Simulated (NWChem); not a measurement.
# SnH3O2 (SMILES [OH][SnH][OH]) at UHF/def2-SVPD (core potential)

Aim: the vertical electron affinity of SnH3O2 at UHF/def2-SVPD (core potential), from 2 runs. 

The results are computed with NWChem 7.3.0.

2 further runs of the same task are left out: 2 set aside as unsound or not needed.

## 1. The molecule

SnH3O2: 6 atoms, total charge 0, spin state doublet. As SMILES, `[OH][SnH][OH]`. The coordinates come from a PBE0-D4/def2-TZVP relaxation. This is one conformer, not always the lowest.

Bond lengths: O1–Sn2 1.978 Å, Sn2–O3 1.963 Å, O1–H4 0.960 Å, Sn2–H5 1.748 Å, O3–H6 0.962 Å. Angles: O1–Sn2–O3 99.7°, O1–Sn2–H5 110.6°, O3–Sn2–H5 104.3°, Sn2–O1–H4 115.0°, Sn2–O3–H6 112.0°.

## 2. Energy and forces at UHF/def2-SVPD (core potential)

mol.nw reads:

```
start mol
title "H3O2Sn"
memory 2200 mb
charge 0

geometry noautosym nocenter noautoz
 O     -1.248300    -0.684700    -0.233400
 Sn     0.417000     0.302500    -0.639600
 O      1.413900    -0.038300     1.016700
 H     -1.852000    -0.783400    -0.973600
 H      0.128600     2.026100    -0.624300
 H      1.182700    -0.886000     1.408100
end

basis "ao basis" spherical bse
 O library def2-SVPD
 Sn library def2-SVPD
 H library def2-SVPD
end

ecp bse
 Sn library def2-SVPD
end

scf
 nopen 1
 uhf
 thresh 1e-08
 maxiter 80
end

task scf gradient
```

Run with:

```bash
$ nwchem mol.nw > mol.out
```

The program printed:

```text
[...]
  functions       =   102
[...]
  wavefunction    = UHF
[...]
         Total SCF energy =   -364.706538176037
      One electron energy =   -856.727370840742
      Two electron energy =    355.723278474007
 Nuclear repulsion energy =    136.297554190698
                       Sz =      0.5000
                 Sz(Sz+1) =      0.7500
                      S^2 =      0.7638
[...]
                         UHF ENERGY GRADIENTS
    atom               coordinates                        gradient
                 x          y          z           x          y          z
   1 O      -2.358945  -1.293895  -0.441062    0.012484   0.001868   0.018967
   2 Sn      0.788016   0.571642  -1.208669   -0.000503  -0.010455  -0.000127
   3 O       2.671884  -0.072377   1.921284    0.004203   0.021148  -0.007926
   4 H      -3.499773  -1.480411  -1.839837   -0.008854   0.000291  -0.016779
   5 H       0.243019   3.828774  -1.179756   -0.000504   0.004144   0.001965
   6 H       2.234979  -1.674297   2.660923   -0.006827  -0.016996   0.003899
[...]
```

It took 67 s on 1 thread of Intel Xeon Platinum 8259CL at 2.50GHz (Skylake/Cascade Lake), shared host; peak memory 0.1 GiB.

## 3. The singlet anion: the energy at HF/def2-SVPD (core potential)

h3o2sn.nw reads:

```
start h3o2sn
title "H3O2Sn energy"
memory total 2200 mb
charge -1

geometry noautosym nocenter noautoz
 O       -1.248300      -0.684700      -0.233400
 Sn       0.417000       0.302500      -0.639600
 O        1.413900      -0.038300       1.016700
 H       -1.852000      -0.783400      -0.973600
 H        0.128600       2.026100      -0.624300
 H        1.182700      -0.886000       1.408100
end

basis "ao basis" spherical bse
 * library def2-SVPD
end

ecp bse
 Sn library def2-SVPD
end

scf
 thresh 1e-08
 maxiter 80
 noprint "final vectors analysis"
end

task scf
```

Run with:

```bash
$ nwchem h3o2sn.nw > h3o2sn.out
```

The program printed:

```text
[...]
  functions       =   102
[...]
  wavefunction    = RHF
[...]
         Total SCF energy =   -364.734168027089
      One-electron energy =   -866.020787252439
      Two-electron energy =    364.989065034651
 Nuclear repulsion energy =    136.297554190698
        Time for solution =     34.7s
[...]
```

It took 37 s on 1 thread of Intel Xeon Platinum 8259CL at 2.50GHz (Skylake/Cascade Lake), shared host; peak memory 0.098 GiB.

## 4. Results

At UHF/def2-SVPD (core potential):

| quantity | value |
| --- | --- |
| doublet SnH3O2: total energy | -364.70654 Eh |
| doublet SnH3O2: dipole moment | 3.04 D |
| doublet SnH3O2: HOMO energy (highest over α and β) | -9.46 eV |
| doublet SnH3O2: LUMO energy (lowest over α and β) | -0.10 eV |
| doublet SnH3O2: ⟨S²⟩ | 0.764 |
| doublet SnH3O2: largest force on an atom | 1.181 eV/Å |
| singlet anion: total energy | -364.73417 Eh |
| vertical electron affinity (to the singlet anion) | 0.752 eV |

**Reading.** At fixed nuclei the extra electron is bound by 0.75 eV (72.5 kJ/mol). The largest force (doublet SnH3O2) is 1.18 eV/Å: the shape isn't a stationary point for this species at this level. Mulliken charges (doublet SnH3O2) run from -0.98 on O3 to +1.59 on Sn2; in a basis this large or diffuse they mean little.
